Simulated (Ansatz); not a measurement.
# CH4FNTe: one species, many methods

How much do the methods differ for CH4FNTe? The plan is to run it at one geometry with functionals of several rungs and with coupled cluster, and see how far each lands from CCSD(T) at the basis-set limit for the atomisation energy.

The runs use Ansatz 0.2.0, Gaussian basis; functionals in def2-TZVPP, the program's frozen cores in correlated methods.

The runs, in order: LDA (SPW92), PBE-D4, revPBE-D4, BLYP-D4, r2SCAN-D4, B97M-V, PBE0-D4, B3LYP-D4, r2SCANh-D4, r2SCAN0-D4, HSE06-D4, BHLYP-D4, CAM-B3LYP-D4, LC-ωPBE, ωB97X-V, ωB97M-V, B2PLYP, PBE-QIDH; CCSD(T)/def2-SVP; CCSD(T)/def2-TZVPP; MP2/def2-QZVPP; extrapolation to the limit; RPA on PBE.

## 1. The relaxed structure

The geometry comes from an earlier relaxation with PBE0-D4 in a triple-zeta def2 set; it is a stationary point, not always the lowest conformer. Te takes the def2 core potential; no spin-orbit term is included.

SMILES `NC(F)[TeH]`, 8 atoms, charge 0, spin multiplicity 1.

Atoms are counted from 1 here; the program's logs count them from 0.

Bond lengths: N1–C2 1.399 Å, N1–H5 1.009 Å, N1–H6 1.007 Å, C2–F3 1.373 Å, C2–Te4 2.201 Å, C2–H7 1.089 Å, Te4–H8 1.657 Å. Angles: C2–N1–H5 115.8°, C2–N1–H6 114.5°, H5–N1–H6 112.4°, N1–C2–F3 110.7°, N1–C2–Te4 113.1°, N1–C2–H7 110.2°, F3–C2–Te4 107.1°, F3–C2–H7 108.0°, Te4–C2–H7 107.5°, C2–Te4–H8 94.3°.

As a file:

```csv
atom,x (Å),y (Å),z (Å)
N1,0.0571,1.2703,-0.3991
C2,0.3684,0.0265,0.1606
F3,1.4541,-0.5312,-0.4678
Te4,-1.2808,-1.4238,0.0139
H5,-0.4675,1.2446,-1.2606
H6,-0.3112,1.9417,0.2543
H7,0.6128,0.1395,1.2160
H8,-0.3407,-2.7246,0.4267
```

## 2. LDA

This LDA is Slater exchange with PW92 correlation.

Contents of in.yaml:

```yaml
crystal:
  periodic: [false, false, false]
  atoms:
    - {symbol: N, position_ang: [0.057052, 1.270286, -0.399113]}
    - {symbol: C, position_ang: [0.368366, 0.026459, 0.160613]}
    - {symbol: F, position_ang: [1.454082, -0.531228, -0.467821]}
    - {symbol: Te, position_ang: [-1.280784, -1.423840, 0.013906]}
    - {symbol: H, position_ang: [-0.467502, 1.244607, -1.260626]}
    - {symbol: H, position_ang: [-0.311238, 1.941701, 0.254278]}
    - {symbol: H, position_ang: [0.612785, 0.139457, 1.216035]}
    - {symbol: H, position_ang: [-0.340661, -2.724641, 0.426726]}
basis:
  gaussian: {orbitals: def2-TZVPP}
hamiltonian: {xc: lda}
output: {orbitals: {seedname: orbitals}}
```

The run is started by

```sh
$ ansatz run in.yaml --threads 2 --pin off --events-out ev --progress --plain --max-ram 4352MiB
```

After this run come: PBE-D4 (GGA); revPBE-D4 (GGA); BLYP-D4 (GGA); r2SCAN-D4 (meta-GGA); B97M-V (meta-GGA); B3LYP-D4 (hybrid); r2SCANh-D4 (hybrid); r2SCAN0-D4 (hybrid); HSE06-D4 (hybrid); BHLYP-D4 (hybrid); CAM-B3LYP-D4 (range-separated); LC-ωPBE (range-separated); ωB97X-V (range-separated); ωB97M-V (range-separated); B2PLYP (double hybrid); PBE-QIDH (double hybrid); CCSD(T) in def2-SVP; CCSD(T) in def2-TZVPP; MP2 in def2-QZVPP; RPA on PBE orbitals.

Q: Predict the results of all the runs planned. Wanted: atomisation energy, CCSD(T)/CBS; farthest beyond LDA; mean size of error, GGA; mean size of error, meta-GGA; mean size of error, hybrid; mean size of error, range-separated; mean size of error, double hybrid; gap, smallest and largest; T1 diagnostic.

As calculated:

```
                               quantity                                                                                               value
        atomisation energy, CCSD(T)/CBS                                                                                       2584.6 kJ/mol
 functionals within 25.8 kJ/mol (1.0 %)  revPBE-D4, BLYP-D4, r2SCAN-D4, B97M-V, PBE0-D4, B3LYP-D4, HSE06-D4, CAM-B3LYP-D4, ωB97X-V, ωB97M-V
                    farthest beyond LDA                                                                            BHLYP-D4 (-126.7 kJ/mol)
                mean size of error, GGA                                                                                         37.7 kJ/mol
           mean size of error, meta-GGA                                                                                         15.0 kJ/mol
             mean size of error, hybrid                                                                                         42.9 kJ/mol
    mean size of error, range-separated                                                                                         12.1 kJ/mol
      mean size of error, double hybrid                                                                                         47.7 kJ/mol
              gap, smallest and largest                                                               3.45 eV (BLYP-D4), 10.11 eV (LC-ωPBE)
                          T1 diagnostic                                                                                              0.0117
triples share of the correlation energy                                                                                               3.1 %
```

The LDA atomisation energy is off by 483.9 kJ/mol (19 %): it overbinds. PBE-D4 is off by +86.9 kJ/mol. Double hybrids carry the basis error of their MP2 part in triple zeta, and no dispersion term here, so their miss is partly the set-up's. The rungs range-separated, meta-GGA miss on average by less than the doubt on the reference (25.8 kJ/mol), so they tie. Misses under about 25.8 kJ/mol are within the doubt on the reference itself, which lacks core-valence correlation, spin-orbit coupling and higher excitations, and its outer-core shells are covered unevenly. All levels share the lack of spin-orbit coupling, which lowers the free heavy atoms and so the true binding. Hartree-Fock recovers 64 % of the binding; the rest is correlation. CCSD(T) in def2-SVP is off by -215.9 kJ/mol, worse than the median functional, from the basis alone. Orbital gaps span 3.5 to 10.1 eV; exact exchange widens them. Correlated methods include outer-core shells of Te, which these sets cover unevenly.
